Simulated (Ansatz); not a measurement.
# H4W: the cost of one run

Method: def2-TZVPP, core rule «outside noble gas», up to 4 orbitals frozen; program: Ansatz 0.2.0, Gaussian basis.

The runs, in order: UHF; CCSD(T) on RHF; CCSD(T) on UHF; CCSDT(Q) on RHF; CCSDT(Q) on UHF; CASSCF and NEVPT2, 10 electrons in 10 orbitals.

8 further runs of the same task are left out: 2 for a known fault of the program, 6 set aside as unsound or not needed.

### 1 The geometry

The geometry is a PBE0/def2-TZVP stationary point (not a proven minimum) of the parent state, kept for this charge and spin. No spin-orbit coupling is included. Elements past krypton take def2 core potentials.

5 atoms, charge 0, spin multiplicity 1.

Atoms are counted from 1 here; the program's logs count them from 0.

Bond lengths: W1–H2 1.704 Å, W1–H3 1.704 Å, W1–H4 1.704 Å, W1–H5 1.704 Å. Angles: H2–W1–H3 109.5°, H2–W1–H4 109.5°, H2–W1–H5 109.5°, H3–W1–H4 109.5°, H3–W1–H5 109.5°, H4–W1–H5 109.5°.

### 2 UHF

in.yaml

```yaml
crystal:
  periodic: [false, false, false]
  atoms:
    - {symbol: W, position_ang: [0.000000, 0.000000, 0.000000]}
    - {symbol: H, position_ang: [0.982703, 0.985302, 0.983701]}
    - {symbol: H, position_ang: [-0.986103, -0.981502, 0.984097]}
    - {symbol: H, position_ang: [-0.981699, 0.982499, -0.987499]}
    - {symbol: H, position_ang: [0.985099, -0.986299, -0.980299]}
basis:
  gaussian: {orbitals: def2-TZVPP}
magnetization: {spin_polarized: true, initial_magnetization: 0}
hamiltonian: {xc: hf}
output: {orbitals: {seedname: orbitals}}
```

The run is started by

```sh
$ ansatz run in.yaml --threads 1 --pin off --events-out ev --progress --plain --max-ram 4096MiB --backend cpu
```

**Question.** How long does this run take on 1 thread of AMD EPYC 7R13, shared host, and how much memory does it need?

About 9.5 s, with a peak of 0.25 GiB.
